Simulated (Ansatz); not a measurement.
# CH₈BGeInSe: basis-set convergence

An exercise on one series of results from a longer session: the logs are not shown, and one member is left open.

Method: one geometry, several basis sets; program: Ansatz 0.2.0, Gaussian basis.

Plan: PBE0-D4/def2-SVP; ωB97M-V/def2-SVP; PBE0-D4/def2-QZVPP; ωB97M-V/def2-QZVPP; the functionals' def2-TZVPP values are taken from earlier runs.

**The geometry**

The geometry comes from an earlier relaxation with PBE0-D4 in a triple-zeta def2 set; it is a stationary point, not always the lowest conformer. In takes the def2 core potential; no spin-orbit term is included.

SMILES `C[Se][GeH2][BH][InH2]`, 13 atoms, charge 0, spin multiplicity 1.

Atoms are counted from 1 here; the program's logs count them from 0.

Bond lengths: C1–Se2 1.956 Å, C1–H6 1.088 Å, C1–H7 1.088 Å, C1–H8 1.089 Å, Se2–Ge3 2.416 Å, Ge3–B4 2.062 Å, Ge3–H9 1.542 Å, Ge3–H10 1.543 Å, B4–In5 2.264 Å, B4–H11 1.195 Å, In5–H12 1.734 Å, In5–H13 1.727 Å. Angles: Se2–C1–H6 109.3°, Se2–C1–H7 106.7°, Se2–C1–H8 110.6°, H6–C1–H7 110.1°, H6–C1–H8 110.9°, H7–C1–H8 109.1°, C1–Se2–Ge3 96.7°, Se2–Ge3–B4 99.2°, Se2–Ge3–H9 103.4°, Se2–Ge3–H10 105.9°, B4–Ge3–H9 113.5°, B4–Ge3–H10 123.3°, H9–Ge3–H10 108.8°, Ge3–B4–In5 102.3°, Ge3–B4–H11 123.1°, In5–B4–H11 134.7°, B4–In5–H12 119.4°, B4–In5–H13 121.7° and more.

Set-up of the first run:

Contents of in.yaml:

```yaml
crystal:
  periodic: [false, false, false]
  atoms:
    - {symbol: C, position_ang: [-1.500964, 0.412139, 1.368501]}
    - {symbol: Se, position_ang: [0.200240, 1.275199, 0.935552]}
    - {symbol: Ge, position_ang: [0.050083, 1.007531, -1.461266]}
    - {symbol: B, position_ang: [0.779022, -0.914630, -1.625661]}
    - {symbol: In, position_ang: [1.609383, -1.293202, 0.445800]}
    - {symbol: H, position_ang: [-2.320436, 1.055096, 1.054471]}
    - {symbol: H, position_ang: [-1.519503, 0.282380, 2.448872]}
    - {symbol: H, position_ang: [-1.568769, -0.563738, 0.890766]}
    - {symbol: H, position_ang: [1.017696, 2.079670, -2.000888]}
    - {symbol: H, position_ang: [-1.392611, 1.401939, -1.840601]}
    - {symbol: H, position_ang: [0.700726, -1.557926, -2.629525]}
    - {symbol: H, position_ang: [0.692081, -2.241289, 1.571750]}
    - {symbol: H, position_ang: [3.253062, -0.943179, 0.842229]}
basis:
  gaussian: {orbitals: def2-SVP}
hamiltonian: {xc: pbe0, dispersion: d4}
output: {orbitals: {seedname: orbitals}}
```

Started as:

```
ansatz run in.yaml --threads 2 --pin off --events-out ev --progress --plain --max-ram 32768MiB --backend cpu
```

Steps of the session up to this table: PBE0-D4 in def2-SVP; ωB97M-V in def2-SVP; PBE0-D4 in def2-QZVPP; ωB97M-V in def2-QZVPP.

One of the session's tables, all rows but one given; the rest of the session is left out.

It belongs to the step «Density functionals: the series». 

```
functional       basis  HOMO (eV)  LUMO (eV)
   PBE0-D4    def2-SVP      -6.71      -2.69
   PBE0-D4  def2-TZVPP      -6.72      -2.72
   PBE0-D4  def2-QZVPP      -6.73      -2.73
   ωB97M-V    def2-SVP      -8.74      -0.71
   ωB97M-V  def2-TZVPP      -8.79      -0.81
   ωB97M-V  def2-QZVPP          ?          ?
```

Q: Estimate the row for ωB97M-V, def2-QZVPP from the others.

**Answer.** HOMO (eV): -8.79; LUMO (eV): -0.83.
